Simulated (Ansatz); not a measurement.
**C₂H₈BFSi: a ladder of functionals and wavefunction methods**

The task here is to estimate one member of a computed series from the others.

The runs use Ansatz 0.2.0, Gaussian basis; functionals in def2-TZVPP, the program's frozen cores in correlated methods.

Plan: PBE-D4, r2SCAN-D4, PBE0-D4, B3LYP-D4, ωB97X-V, ωB97M-V, B2PLYP; CCSD(T)/def2-TZVPP; MP2/def2-QZVPP; extrapolation to the limit.

### The relaxed structure

All runs share one geometry, relaxed beforehand with PBE0-D4 in a triple-zeta def2 set.

SMILES `B[Si](C)(C)F`, 13 atoms, charge 0, spin multiplicity 1.

Atoms are counted from 1 here; the program's logs count them from 0.

Bond lengths: B1–Si2 2.010 Å, B1–H6 1.199 Å, B1–H7 1.196 Å, Si2–C3 1.869 Å, Si2–C4 1.869 Å, Si2–F5 1.616 Å, C3–H8 1.092 Å, C3–H9 1.094 Å, C3–H10 1.093 Å, C4–H11 1.094 Å, C4–H12 1.093 Å, C4–H13 1.092 Å. Angles: Si2–B1–H6 119.4°, Si2–B1–H7 123.9°, H6–B1–H7 116.7°, B1–Si2–C3 110.7°, B1–Si2–C4 110.7°, B1–Si2–F5 110.8°, C3–Si2–C4 110.8°, C3–Si2–F5 106.8°, C4–Si2–F5 106.8°, Si2–C3–H8 111.7°, Si2–C3–H9 110.1°, Si2–C3–H10 110.7°, H8–C3–H9 107.9°, H8–C3–H10 108.1°, H9–C3–H10 108.2°, Si2–C4–H11 110.1°, Si2–C4–H12 110.7°, Si2–C4–H13 111.7° and more.

Set-up of the first run:

The input, in.yaml:

```yaml
crystal:
  periodic: [false, false, false]
  atoms:
    - {symbol: B, position_ang: [-0.667572, 1.885677, -0.281004]}
    - {symbol: Si, position_ang: [0.277008, 0.114541, -0.375853]}
    - {symbol: C, position_ang: [1.231717, -0.211525, 1.196941]}
    - {symbol: C, position_ang: [-0.938927, -1.263989, -0.711676]}
    - {symbol: F, position_ang: [1.348240, 0.099112, -1.585613]}
    - {symbol: H, position_ang: [-1.497454, 2.065390, 0.565352]}
    - {symbol: H, position_ang: [-0.456325, 2.795613, -1.027861]}
    - {symbol: H, position_ang: [1.978919, 0.563178, 1.383394]}
    - {symbol: H, position_ang: [1.751176, -1.171399, 1.129378]}
    - {symbol: H, position_ang: [0.558637, -0.247488, 2.057512]}
    - {symbol: H, position_ang: [-0.413974, -2.221226, -0.774293]}
    - {symbol: H, position_ang: [-1.678135, -1.331937, 0.090748]}
    - {symbol: H, position_ang: [-1.472911, -1.110745, -1.652224]}
basis:
  gaussian: {orbitals: def2-TZVPP}
hamiltonian: {xc: pbe, dispersion: d4}
output: {forces: true, orbitals: {seedname: orbitals}}
```

Run with:

```bash
$ ansatz run in.yaml --threads 4 --pin off --events-out ev --progress --plain --max-ram 10444MiB
```

Steps of the session up to this table: PBE-D4 (GGA); r2SCAN-D4 (meta-GGA); PBE0-D4 (hybrid); B3LYP-D4 (hybrid); ωB97X-V (range-separated); ωB97M-V (range-separated); B2PLYP (double hybrid); CCSD(T) in def2-TZVPP; MP2 in def2-QZVPP.

One table of the session follows, with a row left open; its other results are not shown here.

It belongs to the step «Atomisation energies». 

| method | atomisation energy (eV) |
| --- | --- |
| PBE-D4 | 50.598 |
| r2SCAN-D4 | 50.350 |
| PBE0-D4 | 50.159 |
| B3LYP-D4 | 50.208 |
| ωB97X-V | ? |
| ωB97M-V | 50.303 |
| B2PLYP | 49.707 |
| HF/def2-TZVPP | 38.806 |
| MP2/def2-TZVPP | 49.544 |
| CCSD/def2-TZVPP | 48.525 |
| CCSD(T)/def2-TZVPP | 49.026 |
| MP2/CBS | 50.655 |
| CCSD(T)/CBS | 50.138 |

Estimate the missing values for ωB97X-V.

**Answer.** atomisation energy (eV): 50.320. In the column «atomisation energy (eV)» it lies between ωB97M-V (50.303) and r2SCAN-D4 (50.350).

Limits of these values: Free atoms (1 B, 1 Si, 2 C, 1 F, 8 H) were run apart at each level; the atomisation energy is their sum less the molecule, without zero-point or spin-orbit terms.
